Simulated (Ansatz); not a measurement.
**LiMg (P-6m2): equation of state with a fit, by script**

Where is the equilibrium volume of LiMg (P-6m2), and how stiff is it? The task is an equation of state with a fit, for LiMg (P-6m2).

Program: Ansatz 0.2.0 through its Python package. Level of theory: DFT r2SCAN, plane waves, PAW. These are calculated values, not measurements.

### 1 The system

It takes space group P-6m2 (No. 187, hexagonal). Conventional cell: a = 3.108 Å, b = 3.108 Å, c = 5.025 Å, α = 90.00°, β = 90.00°, γ = 120.00°. Li (site symmetry -6m2) is surrounded by 6 Mg at 3.09 Å and 6 Li at 3.11 Å. Mg (site symmetry -6m2) is surrounded by 6 Li at 3.09 Å and 6 Mg at 3.11 Å.

No structure file is read: the coordinates are typed or built in the script.

### 2 The code

run_eos.py

```python
# -*- coding: utf-8 -*-
"""Bulk modulus of LiMg from an E(V) curve."""

import warnings

import ansatz as az
from ase.eos import EquationOfState
from ase.units import GPa
import numpy as np

XC = "r2scan"
SIGMA = 0.05
MESH = (11, 11, 6)

VECTORS = np.array([
    [3.1085, 0.0, 0.0],
    [-1.55425, 2.69204, 0.0],
    [0.0, 0.0, 5.02547],
])
SITES = [
    ("Li", [0.0, 0.0, 0.0]),
    ("Mg", [2 / 3, 1 / 3, 0.5]),
]


def build(cell):
    crystal = az.Crystal(lattice=az.Lattice.of(cell))
    for symbol, position in SITES:
        crystal = crystal.atom(symbol, position)
    return crystal

warnings.simplefilter("ignore", az.DeckWarning)

# uniform scaling of the cell
volumes, energies = [], []
for scale in np.linspace(0.9, 1.1, 9):
    cell = VECTORS * scale ** (1 / 3)
    setup = (
        build(cell).calculation()
        .pseudopotentials("paw")
        .functional(XC)
        .basis(19 * az.Ha)
        .occupations(az.OccupationsMethod.FERMI_DIRAC, width=SIGMA)  # fractional filling near the Fermi level
        .kpoints(*MESH)
    )
    summary = setup.run(threads=1).report
    volumes.append(abs(np.linalg.det(cell)) / len(SITES))
    energies.append(summary["free_energy_ev"] / len(SITES))
    print(f"V = {volumes[-1]:8.4f} A^3/atom  F = {energies[-1]:.5f} eV/atom")

eos = EquationOfState(volumes, energies, eos="vinet")
v0, e0, bulk = eos.fit()
print(f"V0 = {v0:.4f} A^3/atom, E0 = {e0:.5f} eV/atom, B = {bulk / GPa:.1f} GPa")
eos.plot("eos.png")
```

### 3 The run

Launch:

```console
python run_eos.py
```

**Question.** Estimate the equilibrium volume and the bulk modulus.

The runs gave:

```
                      quantity           value
                 runs compared               9
               range of energy  24.93 meV/atom
lowest point, volume (Å³/atom)          21.027
      equilibrium volume (fit)   21.28 Å³/atom
            bulk modulus (fit)          26 GPa
```

What this shows: A third-order Birch-Murnaghan fit through the 9 points has its minimum at 21.28 Å³ an atom, 1.2 % above the typed cell, with a bulk modulus of 26 GPa and dB/dP = 3.7. From that minimum the energy rises by 25.2 meV an atom on the compressed side and 11.4 meV on the expanded side. Notes:
- Shape and fractional positions are held along the curve, so the bulk modulus is an upper value where they are free to relax, by a factor of two or more in layered or hydrogen-bonded cells.
- For a metal this k-point mesh is coarse: on a finer one energies can move by several to tens of meV an atom and pressures by half a GPa or more, differences at one mesh by less.
- This cell is a computed structure, which may not be the phase found in nature.
